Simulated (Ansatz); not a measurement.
# FGeH2O: the cost of one run

The runs use Ansatz 0.2.0; UHF/def2-TZVP.

## (1) The system as given

SMILES `[O][GeH2][F]`, 5 atoms, charge 0, spin multiplicity 2.

Atoms are counted from 1 here; the program's logs count them from 0.

Bond lengths: O1–Ge2 1.780 Å, Ge2–F3 1.756 Å, Ge2–H4 1.551 Å, Ge2–H5 1.551 Å. Angles: O1–Ge2–F3 111.3°, O1–Ge2–H4 107.3°, O1–Ge2–H5 107.3°, F3–Ge2–H4 107.1°, F3–Ge2–H5 107.1°, H4–Ge2–H5 116.8°.

Coordinates:

```xyz
5
FGeH2O
O    -0.5458   -0.0194    1.6376
Ge    0.0713   -0.0487   -0.0319
F    -0.9764    0.8531   -1.1142
H     0.0536   -1.5253   -0.5055
H     1.4473    0.6667   -0.0275
```

This geometry comes from a loose relaxation at PBE in a small basis, which is not shown.

## (3) Setting up the map

First coordinate, bond length Ge2–H5: 13 values from 1.247 to 2.282 Å. Second coordinate, angle F3–Ge2–H5: 13 values from 62.3 to 152.3 °.

Nothing else is relaxed (all other coordinates rigid). Energies count from the relaxed molecule at the same level. Points are written as (first, second).

(The set-up runs are not shown.)

## (4) The run at (1.678 Å, 152.3°)

File input.yaml:

```yaml
crystal:
  periodic: [false, false, false]
  atoms:
    - { symbol: O, position_ang: [-0.565379, 0.000234, 1.602595] }
    - { symbol: Ge, position_ang: [0.089814, -0.057965, -0.042867] }
    - { symbol: F, position_ang: [-1.533593, -0.222606, -0.541097] }
    - { symbol: H, position_ang: [0.05315, -1.505663, -0.508707] }
    - { symbol: H, position_ang: [1.568753, 0.73474, -0.036221] }
magnetization:
  spin_polarized: true
  initial_magnetization: 1
basis:
  gaussian: { orbitals: def2-TZVP }
hamiltonian:
  xc: hf
output:
  forces: true
```

Started as:

```console
$ ansatz run input.yaml --threads 1 --pin off --max-ram 2560MiB --backend cpu --events-out ev --progress --plain --runs-dir out
```

**Question.** How long does this run take on 1 thread of Arm Neoverse V2, shared host, and how much memory does it need?

About 18 s, with a peak of 0.4 GiB.
